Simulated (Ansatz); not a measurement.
CH2OZn, SMILES [CH2]1[O][Zn]1, a relaxed scan of one distance

Computed with Ansatz 0.2.0 through its Python package.

Typed at the interpreter:
```pycon
>>> import ansatz as az
>>> import numpy as np
>>> GEOMETRY = """
... C    -0.07020    0.08780   -0.44750
... O    -0.92880   -0.48650    0.49510
... Zn    1.09590   -1.20880    1.01730
... H    -0.67450    0.76030   -1.13620
... H     0.62750    0.77370    0.02990
... """
>>> molecule = az.Crystal.molecule()
>>> for line in GEOMETRY.strip().splitlines():
...     symbol, *xyz = line.split()
...     molecule = molecule.atom(symbol, [float(v) for v in xyz])
...
>>> setup = molecule.calculation()
>>> setup = setup.basis(gaussian="def2-SVP")
>>> setup = setup.functional("B3LYP", dispersion="d4")
>>> symbols = [site.symbol for site in molecule.cartesian_sites]
>>> pairs = [(0, 1), (0, 2), (0, 3), (0, 4), (1, 2)]
>>> print("held (A)   E (eV)        ", "  ".join(f"{symbols[i]}{i}-{symbols[j]}{j}" for i, j in pairs))
held (A)   E (eV)         C0-O1  C0-Zn2  C0-H3  C0-H4  O1-Zn2
>>> for length in [2.04, 2.21, 2.39, 2.65, 2.99]:
...     rep = setup.relax(constraints=[az.DistanceConstraint((1, 2), at=length)], force_tolerance=0.02, max_steps=60).run(threads=1, pin="off").report
...     xyz = np.array(rep["positions_ang"])
...     print(f"{length:6.2f} {rep['free_energy_ev']:14.5f}  ", "  ".join(f"{np.linalg.norm(xyz[i] - xyz[j]):.3f}" for i, j in pairs))
...
DeckWarning: relax.constraints: the input's atoms, or those drawn, lie off the distances that are held; a relaxation that starts there is brought onto them ahead of its first SCF, by positions alone, an atom by 8.61e-2 Å at the most. With the symmetry [...]
  2.04   -51527.22220   1.223  3.063  1.112  1.112  2.040
  2.21   -51527.39282   1.208  3.009  1.113  1.116  2.210
  2.39   -51527.53991   1.206  3.120  1.115  1.117  2.390
  2.65   -51527.63138   1.204  3.264  1.117  1.119  2.650
  2.99   -51527.65445   1.202  3.452  1.118  1.120  2.990
```

What to keep in mind:
- These settings explore the input space; basis and method may be short of convergence.
- Warnings are shown shortened and without file and line.
- The energies are electronic: no zero-point or thermal terms, and the basis set is short of its limit.
- b3lyp holds the VWN-RPA fit, as in Gaussian; the form of ORCA and Turbomole is b3lyp5.
- Run time: 3.2 min on 1 thread of Intel(R) Xeon(R) Platinum 8259CL CPU @ 2.50GHz (Skylake/Cascade Lake), on a shared host, peak memory 0.22 GiB.

(Lines on the test bed's own set-up are left out of the output.)
